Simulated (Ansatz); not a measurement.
# BFH₂S₂: up Jacob's ladder to CCSD(T)

The task here is to estimate one member of a computed series from the others.

The runs use Ansatz 0.2.0, Gaussian basis; functionals in def2-TZVPP, the program's frozen cores in correlated methods.

The runs, in order: PBE-D4, r2SCAN-D4, PBE0-D4, B3LYP-D4, ωB97X-V, ωB97M-V, B2PLYP; CCSD(T)/def2-TZVPP; CCSD(T)/def2-QZVPP; extrapolation to the limit.

**The geometry**

All runs share one geometry, relaxed beforehand with PBE0-D4 in a triple-zeta def2 set.

6 atoms, charge 0, spin multiplicity 1.

Atoms are counted from 1 here; the program's logs count them from 0.

Bond lengths: F1–B2 1.328 Å, B2–S3 1.805 Å, B2–S4 1.805 Å, S3–H5 1.343 Å, S4–H6 1.343 Å. Angles: F1–B2–S3 120.5°, F1–B2–S4 120.5°, S3–B2–S4 119.0°, B2–S3–H5 94.6°, B2–S4–H6 94.6°.

The first run:

in.yaml reads:

```yaml
crystal:
  periodic: [false, false, false]
  atoms:
    - {symbol: F, position_ang: [-0.284625, 0.788127, 1.060038]}
    - {symbol: B, position_ang: [-0.004602, 0.013691, 0.017861]}
    - {symbol: S, position_ang: [1.413590, -1.102600, 0.060502]}
    - {symbol: S, position_ang: [-1.036598, 0.061197, -1.462654]}
    - {symbol: H, position_ang: [1.788864, -0.750875, 1.301558]}
    - {symbol: H, position_ang: [-1.876640, 0.990461, -0.977307]}
basis:
  gaussian: {orbitals: def2-TZVPP}
hamiltonian: {xc: pbe, dispersion: d4}
output: {forces: true, orbitals: {seedname: orbitals}}
```

The run is started by

```sh
ansatz run in.yaml --threads 2 --pin off --events-out ev --progress --plain --max-ram 31744MiB --backend cpu
```

Steps of the session up to this table: PBE-D4 (GGA); r2SCAN-D4 (meta-GGA); PBE0-D4 (hybrid); B3LYP-D4 (hybrid); ωB97X-V (range-separated); ωB97M-V (range-separated); B2PLYP (double hybrid); CCSD(T) in def2-TZVPP; CCSD(T) in def2-QZVPP.

One of the session's tables, all rows but one given; the rest of the session is left out.

```
            method  atomisation energy (kcal/mol)
            PBE-D4                          532.7
         r2SCAN-D4                          524.8
           PBE0-D4                          520.3
          B3LYP-D4                          515.2
           ωB97X-V                          520.7
           ωB97M-V                          522.9
            B2PLYP                              ?
     HF/def2-TZVPP                          377.0
    MP2/def2-TZVPP                          517.2
   CCSD/def2-TZVPP                          490.8
CCSD(T)/def2-TZVPP                          501.0
           MP2/CBS                          531.8
       CCSD(T)/CBS                          516.1
```

**Question.** Estimate the row for B2PLYP.

As computed: atomisation energy (kcal/mol): 510.6. In the column «atomisation energy (kcal/mol)» it lies between CCSD(T)/def2-TZVPP (501.0) and B3LYP-D4 (515.2).

To keep in mind: Free atoms (1 F, 1 B, 2 S, 2 H) were run apart at each level; the atomisation energy is their sum less the molecule, without zero-point or spin-orbit terms.
